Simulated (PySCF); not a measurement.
F3SiH, in a box:

```
CELL_PARAMETERS angstrom
12.00000 0.00000 0.00000
0.00000 12.00000 0.00000
0.00000 0.00000 12.00000
ATOMIC_POSITIONS crystal
F 0.42659 0.49467 0.59823
Si 0.46952 0.50228 0.47252
F 0.41605 0.60853 0.41637
F 0.42119 0.39299 0.40636
H 0.58576 0.50432 0.46710
```

The cell isn't the ideal one: atoms moved at random, drawn with an rms of 0.05 Å.

Base run:

* Program: PySCF 2.14.0
* Functional: SVWN5
* Potentials or basis: pob-tzvp-rev2 (all-electron)
* k mesh: 1 × 1 × 1
* Occupations: fixed
* Spin: no spin polarisation

Its results: gap between the frontier levels 10.16 eV.

**Question.** After a change of settings the same cell gave: gap between the frontier levels 12.77 eV. Which change was it?
A. functional from SVWN5 to B97-D; dispersion from none to D3
B. functional from SVWN5 to B3LYP; dispersion from none to D4
C. functional from SVWN5 to rSCAN

**Answer.** B.

Caveats: this is a molecule in a periodic box at the Γ point, so its band gap is the HOMO-LUMO gap; the basis of atomic orbitals isn't converged, which shifts pressures, moduli and gaps.

Runs at the PBE level aren't shown here.
